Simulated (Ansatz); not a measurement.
# Br2ClHOSi: the cost of one run

Program: Ansatz 0.2.0 through its Python package. Level of theory: PBE+D4/def2-SVPD. These are calculated values, not measurements.

## Step 1: Starting point

Bond lengths: O1–Si2 1.627 Å, Si2–Cl3 2.009 Å, Si2–Br4 2.157 Å, Si2–Br5 2.200 Å, O1–H6 0.920 Å. Angles: O1–Si2–Cl3 102.8°, O1–Si2–Br4 111.2°, O1–Si2–Br5 111.9°, Cl3–Si2–Br4 108.8°, Cl3–Si2–Br5 111.4°, Br4–Si2–Br5 110.5°, Si2–O1–H6 119.7°.

The script holds or builds the structure itself.

## Step 2: Script

Contents of spin_br2clhosi.py:

```python
"""Gap between spin states of Br2ClHOSi at one geometry."""

import ansatz as az

BASIS_SET = "def2-SVPD"
FUNCTIONAL = "pbe"
VDW = "d4"

GEOMETRY = """
O    -0.80770    0.28120    1.03740
Si    0.14740    0.09470   -0.26690
Cl    1.72920   -0.89550    0.47810
Br   -0.80490   -1.13830   -1.75920
Br    0.74300    2.02850   -1.12930
H    -0.96500   -0.43460    1.59370
"""


def main() -> None:
    system = az.Crystal.molecule()
    for line in GEOMETRY.strip().splitlines():
        symbol, *xyz = line.split()
        system = system.atom(symbol, [float(v) for v in xyz])

    model = (
        system.calculation()
        .basis(gaussian=BASIS_SET)  # the orbital basis, by name
        .functional(FUNCTIONAL, dispersion=VDW)
    )
    found = {}
    for unpaired in [0, 2]:
        data = model.spin("collinear", total=unpaired).run(threads=1).report
        s = unpaired / 2
        found[unpaired] = data["free_energy_ev"]
        print(f"2S+1 = {unpaired + 1}: E = {found[unpaired]:.5f} eV, <S^2> = {abs(data['mean_field']['state']['spin_squared']):.3f} (pure state {s * (s + 1):.2f})")
    lowest = min(found, key=found.get)
    for unpaired, e in found.items():
        print(f"multiplicity {unpaired + 1}: {96.485332 * (e - found[lowest]):.1f} kJ/mol above the lowest")


if __name__ == "__main__":
    main()
```

## Step 3: What the engine is handed

The package turns the script's settings into the engine's input (first run):

```yaml
crystal:
  periodic: [false, false, false]
  atoms:
    - { symbol: O, position_ang: [-0.8077, 0.2812, 1.0374] }
    - { symbol: Si, position_ang: [0.1474, 0.0947, -0.2669] }
    - { symbol: Cl, position_ang: [1.7292, -0.8955, 0.4781] }
    - { symbol: Br, position_ang: [-0.8049, -1.1383, -1.7592] }
    - { symbol: Br, position_ang: [0.743, 2.0285, -1.1293] }
    - { symbol: H, position_ang: [-0.965, -0.4346, 1.5937] }
basis:
  gaussian:
    orbitals: def2-SVPD
hamiltonian:
  xc: pbe
  dispersion: d4
magnetization:
  spin_polarized: true
  initial_magnetization: 0.0
```

## Step 4: The run

Started as:

```bash
$ python spin_br2clhosi.py
```

What time and memory should one allow on 1 thread of Intel Xeon Platinum 8259CL at 2.50GHz (Skylake/Cascade Lake), shared host?

About 73 s, with a peak of 0.44 GiB.
